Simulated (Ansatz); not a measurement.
BaZrO3, space group Pm-3m: a convergence test of the k-point mesh, run with the Python package of Ansatz (0.2.0).

`kconv.py`
```python
import csv

import ansatz as az


def main() -> None:
    bazro3 = (
        az.Lattice.of((4.19134, 0.0, 0.0), (0.0, 4.19134, 0.0), (0.0, 0.0, 4.19134))
        .atom('Ba', (0.0, 0.0, 0.0))
        .atom('Zr', (0.5, 0.5, 0.5))
        .atom('O', (0.0, 0.5, 0.5))
        .atom('O', (0.5, 0.0, 0.5))
        .atom('O', (0.5, 0.5, 0.0))
    )

    calc = (
        bazro3.calculation()
        .functional('pbe')
        .pseudopotentials('paw')
        .occupations(az.OccupationsMethod.FIXED)
        .stress()
    )

    rows = []
    for value in [1.0, 0.6, 0.4, 0.3]:
        rep = calc.kpoints(spacing=value).run(threads=1, backend='cpu').report
        rows.append((value, rep['free_energy_ev'] / len(rep['lattice']['sites']), rep['n_iterations'], sum(rep['stress_gpa'][i][i] for i in range(3)) / 3, rep['n_kpoints']))

    with open('kconv.csv', 'w', newline='') as handle:
        writer = csv.writer(handle)
        writer.writerow(['spacing (1/A)', 'F/atom (eV)', 'iterations', 'P (GPa)', 'k-points'])
        writer.writerows([round(v, 5) if isinstance(v, float) else v for v in row] for row in rows)

    for row in rows[:-1]:
        shift = 1000 * (row[1] - rows[-1][1])
        print(f'{row[0]}: {shift:+.2f} meV/atom' + ('  (within 5 meV)' if abs(shift) < 5 else ''))


if __name__ == '__main__':
    main()
```

How fast does the energy converge with the mesh (threshold 5 meV an atom)?

From a spacing of 0.4 (4×4×4) on it stays within 5 meV an atom of the value at a spacing of 0.3 (5×5×5); the first row (a spacing of 1.0 (2×2×2)) is off by 127.8 meV and the last but one by 1.84 meV. That rests on few rows after larger swings, so the series isn't shown to be converged. The pressure moves from 5.77 to 4.05 GPa.

The output:

```console
$ python kconv.py
DeckWarning: basis.ecutwfc = 420 eV, auto-derived from the records' recommended cutoffs: set by Ba (normal level)
1.0: +127.76 meV/atom
0.6: +13.71 meV/atom
0.4: +1.84 meV/atom  (within 5 meV)
```
(Warnings from the package without file and line.)

File `kconv.csv` afterwards:
```csv
spacing (1/A),F/atom (eV),iterations,P (GPa),k-points
1.0,-2368.80621,6,5.76575,4
0.6,-2368.92027,6,4.22554,4
0.4,-2368.93214,6,4.06846,10
0.3,-2368.93397,6,4.04987,10
```

Notes:
- The run is spin-unpolarised.
- Pressure is positive in compression.
- The starting cell is as deposited in a crystallographic database; the results hold for this polymorph, which needn't be the stable one.
- Shifts are counted from the finest mesh, which is itself no proven limit.
- The whole script took 3.5 s on 1 thread of Arm Neoverse V2, on a shared host, peak memory 0.39 GiB.
